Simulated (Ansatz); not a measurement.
# LiAsH2: one structure at several levels

The task here is to estimate one member of a computed series from the others.

Method: single points in def2-TZVPP; program: Ansatz 0.2.0, Gaussian basis.

Correlated methods freeze the cores. Filled d shells of the heavier atoms are correlated. The outer core shell of Li, Na, Mg and K is correlated.

### The system as given

4 atoms, charge 0, spin multiplicity 1.

Atoms are counted from 1 here; the program's logs count them from 0.

Bond lengths: Li1–As2 2.307 Å, As2–H3 1.547 Å, As2–H4 1.550 Å. Angles: Li1–As2–H3 76.1°, Li1–As2–H4 75.7°, H3–As2–H4 90.7°.

As a file:

```tsv
atom	x (Å)	y (Å)	z (Å)
Li1	-1.5888	-0.1070	0.4059
As2	0.5034	-0.6298	-0.4128
H3	0.2318	0.7902	-0.9642
H4	0.7779	-0.0501	0.9980
```

Set-up of the first run:

run/in.yaml

```yaml
crystal:
  periodic: [false, false, false]
  atoms:
    - {symbol: Li, position_ang: [-1.588800, -0.107000, 0.405900]}
    - {symbol: As, position_ang: [0.503400, -0.629800, -0.412800]}
    - {symbol: H, position_ang: [0.231800, 0.790200, -0.964200]}
    - {symbol: H, position_ang: [0.777900, -0.050100, 0.998000]}
basis:
  gaussian: {orbitals: def2-TZVPP}
correlation: {method: ccsd_t}
output: {forces: true}
```

No record of the launch command was kept for these runs.

Among the steps run: CCSD(T)/def2-TZVPP; PBE0-D4/def2-TZVPP; wB97M-V/def2-TZVPP; r2SCAN-D4/def2-TZVPP; PBE-D4/def2-TZVPP; BHLYP-D4/def2-TZVPP; HSE06-D4/def2-TZVPP.

One of the session's tables, all rows but one given; the rest of the session is left out.

| method | RMS force component (eV/Å) | angle to CCSD(T) forces (°) | dipole (D) |
| --- | --- | --- | --- |
| CCSD(T) | 0.215 | reference | 6.59 |
| PBE0-D4 | 0.186 | 8.9 | 6.37 |
| wB97M-V | 0.191 | 5.9 | 6.40 |
| r2SCAN-D4 | 0.209 | 7.4 | 6.51 |
| PBE-D4 | 0.235 | 41.5 | 6.00 |
| BHLYP-D4 | ? | ? | ? |
| HSE06-D4 | 0.187 | 9.5 | 6.36 |

Q: Estimate the row for BHLYP-D4 from the others.

The run gave: RMS force component (eV/Å): 0.206; angle to CCSD(T) forces (°): 20.4; dipole (D): 6.48. In the column «RMS force component (eV/Å)» it lies between wB97M-V (0.191) and r2SCAN-D4 (0.209).
